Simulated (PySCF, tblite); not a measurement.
# C₄H₆S₂Si: dynamics, then NMR shifts on frames, part 2 of 2

tblite 0.8.0 and PySCF 2.14.0. Atoms count from 0.

## 5. Shielding tensors: 625 fs, PBE0/pcSseg-1

What the job is given:

```
{"job": {"kind": "nmr", "xc": "PBE0", "basis": "pcSseg-1", "pop": false}, "charge": 0, "multiplicity": 1}
Si     2.080400    -1.051700     0.763300
S      0.901200    -0.477200    -0.944700
C     -0.673100    -0.097600    -0.207900
C     -1.837300    -0.791500    -0.601700
C     -2.928300    -0.266600    -0.009400
S     -2.524500     0.940900     1.194100
C     -0.899400     0.822300     0.750100
H      2.059800    -0.054900     1.784600
H      1.726200    -2.436100     1.113100
H      3.429400    -1.042900     0.127900
H     -1.902500    -1.428000    -1.472700
H     -3.971700    -0.582000    -0.181100
H     -0.180800     1.493700     1.140900
```

Level: GIAO PBE0/pcSseg-1 NMR shielding, non-relativistic, gas phase.

The program printed:

```text
coarse grid: 12936 points
cycle   1  E = -1241.1729031152  dE =  1.129e+00  |g| = 3.234e-01  |ddm| = 3.715e+00
cycle   2  E = -1241.1561347604  dE =  1.677e-02  |g| = 4.031e-01  |ddm| = 8.742e-01
cycle   3  E = -1241.1996083671  dE = -4.347e-02  |g| = 9.592e-02  |ddm| = 5.825e-01
cycle   4  E = -1241.2019058419  dE = -2.297e-03  |g| = 3.495e-02  |ddm| = 1.517e-01
cycle   5  E = -1241.2021902356  dE = -2.844e-04  |g| = 7.548e-03  |ddm| = 3.578e-02
cycle   6  E = -1241.2022032156  dE = -1.298e-05  |g| = 2.417e-03  |ddm| = 1.080e-02
cycle   7  E = -1241.2022044865  dE = -1.271e-06  |g| = 5.839e-04  |ddm| = 3.270e-03
final grid: 112488 points
cycle   8  E = -1241.2481351686  dE = -1.467e-05  |g| = 8.748e-03  |ddm| = 2.968e-02
cycle   9  E = -1241.2481062857  dE =  2.888e-05  |g| = 1.348e-02  |ddm| = 2.399e-02
cycle  10  E = -1241.2481535405  dE = -4.725e-05  |g| = 1.620e-03  |ddm| = 1.676e-02
cycle  11  E = -1241.2481542358  dE = -6.953e-07  |g| = 3.465e-04  |ddm| = 2.258e-03
cycle  12  E = -1241.2481542655  dE = -2.966e-08  |g| = 7.053e-05  |ddm| = 3.782e-04
cycle  13  E = -1241.2481542666  dE = -1.108e-09  |g| = 2.376e-05  |ddm| = 1.014e-04
cycle  14  E = -1241.2481542667  dE = -1.428e-10  |g| = 6.399e-06  |ddm| = 3.372e-05
converged SCF energy = -1241.2481542667

GIAO shielding tensors (ppm)
atom      isotropic    diamagn.    paramagn.     s11        s22        s33       span
  0 Si     400.489     878.847    -478.358    348.815    398.215    454.438    105.624
  1 S      645.586    1058.237    -412.650    455.415    570.712    910.631    455.216
  2 C       53.991     258.438    -204.447    -20.039     51.468    130.544    150.583
  3 C       49.814     249.539    -199.726    -37.012     46.884    139.569    176.582
  4 C       44.313     262.826    -218.512    -44.311     42.027    135.224    179.535
  5 S      274.535    1056.402    -781.867    123.929    282.442    417.234    293.305
  6 C       57.630     255.271    -197.641    -31.811     58.960    145.743    177.555
  7 H       27.192      29.606      -2.414     22.756     26.486     32.333      9.578
  8 H       26.640      28.051      -1.411     22.285     25.118     32.517     10.233
  9 H       26.651      27.966      -1.315     23.333     24.164     32.456      9.123
 10 H       24.342      30.800      -6.458     20.907     24.964     27.154      6.246
 11 H       23.963      28.914      -4.951     20.919     24.238     26.732      5.813
 12 H       25.065      32.786      -7.721     21.029     25.640     28.527      7.497
```

Run time: 33 s. Hardware: 1 thread of Arm Neoverse N1, shared host; peak memory 0.79 GiB.

In short: δ C4 142.6, C3 137.1, C2 132.9, C6 129.3, H11 7.75, H10 7.38 ppm.

## 6. NMR shieldings: 800 fs, PBE0/pcSseg-1

What the job is given:

```
{"job": {"kind": "nmr", "xc": "PBE0", "basis": "pcSseg-1", "pop": false}, "charge": 0, "multiplicity": 1}
Si     1.876800    -1.318800     0.724200
S      0.873300    -0.546300    -0.944700
C     -0.659400     0.008200    -0.359300
C     -1.839900    -0.698800    -0.683400
C     -2.941900    -0.184500    -0.093400
S     -2.549400     1.300900     0.742300
C     -0.873400     1.173900     0.302200
H      2.241800    -0.388800     1.764100
H      1.119700    -2.414700     1.388900
H      3.059500    -1.743000     0.038400
H     -1.826600    -1.671400    -1.231000
H     -3.939100    -0.426600    -0.199900
H     -0.192000     1.883800     0.675700
```

Method: GIAO PBE0/pcSseg-1 NMR shielding, non-relativistic, gas phase.

The program printed:

```text
coarse grid: 12936 points
cycle   1  E = -1241.1767709411  dE =  1.166e+00  |g| = 2.902e-01  |ddm| = 3.728e+00
cycle   2  E = -1241.1670347483  dE =  9.736e-03  |g| = 3.438e-01  |ddm| = 7.627e-01
cycle   3  E = -1241.1979581137  dE = -3.092e-02  |g| = 9.012e-02  |ddm| = 5.029e-01
cycle   4  E = -1241.2000299305  dE = -2.072e-03  |g| = 3.232e-02  |ddm| = 1.466e-01
cycle   5  E = -1241.2002741401  dE = -2.442e-04  |g| = 7.717e-03  |ddm| = 3.492e-02
cycle   6  E = -1241.2002879098  dE = -1.377e-05  |g| = 2.345e-03  |ddm| = 1.039e-02
cycle   7  E = -1241.2002890853  dE = -1.175e-06  |g| = 7.151e-04  |ddm| = 3.187e-03
final grid: 112488 points
cycle   8  E = -1241.2460291232  dE = -1.501e-05  |g| = 8.801e-03  |ddm| = 2.805e-02
cycle   9  E = -1241.2460006418  dE =  2.848e-05  |g| = 1.344e-02  |ddm| = 2.406e-02
cycle  10  E = -1241.2460476648  dE = -4.702e-05  |g| = 1.670e-03  |ddm| = 1.678e-02
cycle  11  E = -1241.2460484062  dE = -7.414e-07  |g| = 3.518e-04  |ddm| = 2.276e-03
cycle  12  E = -1241.2460484375  dE = -3.133e-08  |g| = 7.198e-05  |ddm| = 3.884e-04
cycle  13  E = -1241.2460484386  dE = -1.113e-09  |g| = 2.876e-05  |ddm| = 1.083e-04
cycle  14  E = -1241.2460484388  dE = -1.835e-10  |g| = 1.229e-05  |ddm| = 4.059e-05
converged SCF energy = -1241.2460484388

GIAO shielding tensors (ppm)
atom      isotropic    diamagn.    paramagn.     s11        s22        s33       span
  0 Si     406.400     879.102    -472.702    335.900    412.154    471.147    135.247
  1 S      670.350    1058.389    -388.039    502.515    588.080    920.455    417.940
  2 C       57.326     258.714    -201.387    -15.996     53.643    134.332    150.329
  3 C       46.735     250.372    -203.637    -32.881     45.633    127.453    160.334
  4 C       49.060     261.643    -212.583    -41.318     41.932    146.567    187.885
  5 S      221.331    1056.085    -834.754     98.412    209.086    356.494    258.082
  6 C       47.637     253.326    -205.689    -44.130     46.237    140.804    184.934
  7 H       27.381      29.277      -1.896     23.174     25.952     33.018      9.844
  8 H       26.849      28.180      -1.330     22.707     25.512     32.329      9.621
  9 H       27.542      28.927      -1.385     23.880     24.791     33.954     10.075
 10 H       23.822      29.895      -6.073     20.112     24.780     26.572      6.460
 11 H       24.944      31.744      -6.799     22.604     24.857     27.372      4.767
 12 H       24.534      32.245      -7.710     21.660     24.316     27.627      5.966
```

Run time: 33 s. Hardware: 1 thread of Arm Neoverse N1, shared host; peak memory 0.79 GiB.

This run: δ C3 140.2, C6 139.3, C4 137.9, C2 129.6, H10 7.90, H12 7.18 ppm.

## 7. NMR shieldings: 1000 fs, PBE0/pcSseg-1

What the job is given:

```
{"job": {"kind": "nmr", "xc": "PBE0", "basis": "pcSseg-1", "pop": false}, "charge": 0, "multiplicity": 1}
Si     1.816600    -1.240900     0.695700
S      0.712800    -0.715600    -1.099900
C     -0.855700    -0.236800    -0.399300
C     -2.004100    -1.056600    -0.353800
C     -3.056900    -0.425200     0.233500
S     -2.646300     1.145100     0.762200
C     -1.054900     0.986400     0.176800
H      2.505300    -0.062000     1.271500
H      0.910800    -1.982400     1.484000
H      2.842800    -2.179700     0.130600
H     -1.943200    -2.086400    -0.699600
H     -4.036100    -0.788000     0.474900
H     -0.414800     1.797300     0.163700
```

With the program's defaults for keys left out, this is: GIAO PBE0/pcSseg-1 NMR shielding, non-relativistic, gas phase.

The program printed:

```text
coarse grid: 12936 points
cycle   1  E = -1241.1757024604  dE =  1.116e+00  |g| = 3.120e-01  |ddm| = 3.708e+00
cycle   2  E = -1241.1625614553  dE =  1.314e-02  |g| = 3.800e-01  |ddm| = 8.411e-01
cycle   3  E = -1241.2012829016  dE = -3.872e-02  |g| = 8.865e-02  |ddm| = 5.459e-01
cycle   4  E = -1241.2031794487  dE = -1.897e-03  |g| = 3.635e-02  |ddm| = 1.449e-01
cycle   5  E = -1241.2034962798  dE = -3.168e-04  |g| = 7.305e-03  |ddm| = 3.805e-02
cycle   6  E = -1241.2035081808  dE = -1.190e-05  |g| = 2.561e-03  |ddm| = 1.039e-02
cycle   7  E = -1241.2035096021  dE = -1.421e-06  |g| = 7.978e-04  |ddm| = 3.460e-03
final grid: 112488 points
cycle   8  E = -1241.2498775285  dE = -1.592e-05  |g| = 8.891e-03  |ddm| = 3.046e-02
cycle   9  E = -1241.2498483408  dE =  2.919e-05  |g| = 1.362e-02  |ddm| = 2.365e-02
cycle  10  E = -1241.2498963739  dE = -4.803e-05  |g| = 1.698e-03  |ddm| = 1.668e-02
cycle  11  E = -1241.2498971419  dE = -7.680e-07  |g| = 3.427e-04  |ddm| = 2.254e-03
cycle  12  E = -1241.2498971713  dE = -2.939e-08  |g| = 6.703e-05  |ddm| = 3.677e-04
cycle  13  E = -1241.2498971723  dE = -9.668e-10  |g| = 2.606e-05  |ddm| = 1.023e-04
converged SCF energy = -1241.2498971723

GIAO shielding tensors (ppm)
atom      isotropic    diamagn.    paramagn.     s11        s22        s33       span
  0 Si     396.978     878.799    -481.821    352.218    385.369    453.347    101.129
  1 S      646.486    1057.969    -411.483    478.163    562.139    899.158    420.995
  2 C       49.066     258.686    -209.620    -30.549     47.611    130.137    160.686
  3 C       50.078     250.190    -200.112    -25.338     39.007    136.565    161.903
  4 C       54.820     263.087    -208.267    -29.972     45.270    149.162    179.134
  5 S      265.498    1056.805    -791.307    130.387    248.730    417.378    286.991
  6 C       51.118     253.809    -202.692    -41.110     53.712    140.751    181.862
  7 H       26.586      28.386      -1.800     22.457     25.040     32.260      9.803
  8 H       27.733      29.833      -2.100     23.548     27.225     32.426      8.878
  9 H       26.523      27.860      -1.337     22.664     24.461     32.444      9.780
 10 H       24.223      31.036      -6.814     20.530     25.065     27.073      6.543
 11 H       24.594      30.178      -5.584     21.458     24.637     27.687      6.229
 12 H       25.110      33.222      -8.111     21.721     25.120     28.490      6.769
```

Run time: 31 s. Hardware: 1 thread of Arm Neoverse N1, shared host; peak memory 0.79 GiB.

In short: δ C2 137.9, C3 136.8, C6 135.8, C4 132.1, H10 7.49, H11 7.12 ppm.

## 8. Run by run: NMR shifts

Shifts (ppm) of some atoms, chosen among heavy atoms and hydrogens apart, with basis size and wall time:

```tsv
frame	C4	C2	C6	H10	H9	S5	S1	functions	time
250 fs	138.3	126.9	117.6	6.30	4.59	248	-113	170	44 s
425 fs	136.2	135.8	132.6	7.56	5.60	247	-156	170	32 s
625 fs	142.6	132.9	129.3	7.38	5.07	229	-142	170	33 s
800 fs	137.9	129.6	139.3	7.90	4.18	282	-167	170	33 s
1000 fs	132.1	137.9	135.8	7.49	5.19	238	-143	170	31 s
```

## 9. Results

This closing draws on all 2 parts.

```
                                       quantity                                   value
                                     thermostat                                   200 K
                  mean temperature, second half                                   174 K
        mean potential energy above the minimum                                 0.25 eV
 ¹³C shifts against TMS (PBE0/pcSseg-1, 250 fs)          138.7, 138.3, 126.9, 117.6 ppm
  ¹H shifts against TMS (PBE0/pcSseg-1, 250 fs)  7.76, 6.64, 6.30, 4.88, 4.59, 4.02 ppm
²⁹Si shifts against TMS (PBE0/pcSseg-1, 250 fs)                               -51.3 ppm
 ³³S shifts against CS2 (PBE0/pcSseg-1, 250 fs)                           248, -113 ppm
          surface potential, 1st and 99th percentile                      -0.88 V and 1.37 V
                       range of the shift of S1                        -167 to -113 ppm
```

What this shows: In the second half the potential energy averages 0.25 eV above the minimum; equipartition over 33 harmonic modes at 200 K would give 0.28 eV. With 13 atoms the temperature swings widely (94 to 283 K). Shifts at one fixed geometry are not the observed spectrum, which averages over the motion. In the first frame run (250 fs): The widest tensor belongs to S1: span 505 ppm, with a paramagnetic part of -440 ppm. NICS(1)zz of -26 ppm above the planar ring from C2 marks a diatropic (aromatic) ring current. At PBE0/pcSseg-1, counted by nearest atom on the grid, the HOMO lies on S1 51 %; S5 14 %, the LUMO on C4 23 %; S5 19 %. Across the 5 runs the shift of S1 moves most, between -167 (800 fs) and -113 ppm (250 fs).
